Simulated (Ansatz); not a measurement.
# Na2Cl and its elements: formation energy from the elements, by script

Is Na2Cl stable against its elements? A script is to give a formation energy from the elements; the system is Na2Cl and its elements.

Computed with Ansatz 0.2.0, driven from Python. Level of theory: DFT PBEsol, plane waves, PAW.

**1. Starting point**

Na2Cl R-3m: The structure is trigonal, space group R-3m (No. 166). Conventional cell: a = 3.935 Å, b = 3.935 Å, c = 20.187 Å, α = 90.00°, β = 90.00°, γ = 120.00°. Na (site symmetry 3m) is surrounded by 3 Cl at 2.84 Å. Around Cl (site symmetry -3m) lie 6 Na at 2.84 Å.

Na Im-3m: It takes space group Im-3m (No. 229, cubic). Conventional cell: a = 4.282 Å, b = 4.282 Å, c = 4.282 Å, α = 90.00°, β = 90.00°, γ = 90.00°. Around Na (site symmetry m-3m) lie 8 Na at 3.71 Å.

Cl Cmce: It takes space group Cmce (No. 64, orthorhombic). Conventional cell: a = 6.290 Å, b = 4.500 Å, c = 8.210 Å, α = 90.00°, β = 90.00°, γ = 90.00°. Cl (site symmetry m) has 1 Cl at 2.02 Å as nearest neighbours.

Input file na2cl_na2cl.vasp:

```text
Na2Cl
1.0
   1.96738719    1.13587153    6.72907761
  -1.96738719    1.13587153    6.72907761
   0.00000000   -2.27174305    6.72907761
Na Cl
2 1
Direct
   0.75107400    0.75107400    0.75107400
   0.24892600    0.24892600    0.24892600
   0.00000000    0.00000000    0.00000000
```

na2cl_na.extxyz, read by the script:

```xyz
1
Lattice="-2.141 2.141 2.141 2.141 -2.141 2.141 2.141 2.141 -2.141" Properties=species:S:1:pos:R:3 pbc="T T T"
Na    0.00000000    0.00000000    0.00000000
```

The script reads na2cl_cl.xyz:

```xyz
4
Lattice="3.145 -2.25 0.0 3.145 2.25 0.0 0.0 0.0 8.21" Properties=species:S:1:pos:R:3 pbc="T T T"
Cl    3.14500000   -1.66500000    0.82100000
Cl    3.14500000   -0.58500000    4.92600000
Cl    3.14500000    1.66500000    7.38900000
Cl    3.14500000    0.58500000    3.28400000
```

**2. The code**

run_formation.py reads:

```python
"""Heat of formation of Na2Cl at zero temperature, after relaxing cells and atoms."""

from collections import Counter
import warnings

import ansatz
from ase.io import read
import numpy as np


def compute(name, crystal):
    calc = (
        crystal.calculation()
        .functional(ansatz.Functional.PBESOL)
        .basis(35 * ansatz.Ry)
        .kpoints(spacing=0.33)
        .occupations("fermi_dirac", width=0.02)
        .stress()
    )
    calc = calc.relax(force_tolerance=0.01, max_steps=60, cell=True)
    return calc.run(threads=1, backend="cpu")


def counts(outcome):
    return Counter(site.symbol for site in outcome.lattice.sites)

def formation_energy(outcome, mu):
    n = counts(outcome)
    return (outcome.report["energy_sigma0_ev"] - sum(k * mu[element] for element, k in n.items())) / sum(n.values())


def volume_per_atom(outcome):
    return abs(np.linalg.det(outcome.lattice.cell_ang)) / len(outcome.lattice.sites)


def main() -> None:
    warnings.simplefilter("ignore", ansatz.DeckWarning)

    phases = {}
    atoms = read("na2cl_na2cl.vasp", format="vasp")
    na2cl = ansatz.Crystal.from_ase(atoms)
    phases["Na2Cl"] = na2cl
    na = ansatz.Crystal.from_extxyz("na2cl_na.extxyz")
    phases["Na"] = na
    cl = ansatz.Crystal.from_extxyz("na2cl_cl.xyz")
    phases["Cl"] = cl

    done = {name: compute(name, crystal) for name, crystal in phases.items()}

    # energy of one atom in its reference phase
    references = {"Na": "Na", "Cl": "Cl"}
    mu = {element: done[name].report["energy_sigma0_ev"] / len(done[name].lattice.sites) for element, name in references.items()}

    target = done["Na2Cl"]
    heat = formation_energy(target, mu)
    for element, value in mu.items():
        print(f"mu({element}) = {value:.4f} eV from {references[element]}, {volume_per_atom(done[references[element]]):.2f} A^3/atom")
    print(f"formation energy of Na2Cl: {heat:.4f} eV/atom = {96.4853 * heat:.1f} kJ/mol of atoms")


if __name__ == "__main__":
    main()
```

**3. Running it**

The run is started by

```
$ python run_formation.py
```

**Question.** Is Na2Cl bound against its elements at this level, and by how much?

**Answer**, as computed:

```
                                 quantity            value
                         formation energy  -1.1096 eV/atom
                            runs compared                3
energy of Na2Cl (run 1) from the elements   -1110 meV/atom
```

What this shows: The formation energy is negative: it is stable against its elements at zero temperature, which says nothing yet of competing compounds. The formation energy is -1.110 eV an atom (-107.1 kJ per mole of atoms), so Na2Cl lies below the reference phases. In run 1, the volume shrank by 4.8 % over 2 moves, and the space group stayed R-3m. In run 2, the volume shrank by 7.7 % over 3 moves, and the space group stayed Im-3m. Caveats:
- A cell here holds an odd number of electrons and is run without spin, so a magnetic state may lie lower.
- For the metals among these cells the mesh is coarse, so their volumes and pressures are rough.
- The compound is the structure given, not necessarily its lowest; energies are at zero temperature, with no correction for gases. A semilocal functional's error on such energies is often 0.05 to 0.1 eV an atom, and 0.1 to 0.3 eV against gases such as O2 or F2. Whether this is the phase that is stable at ambient conditions was not tested.
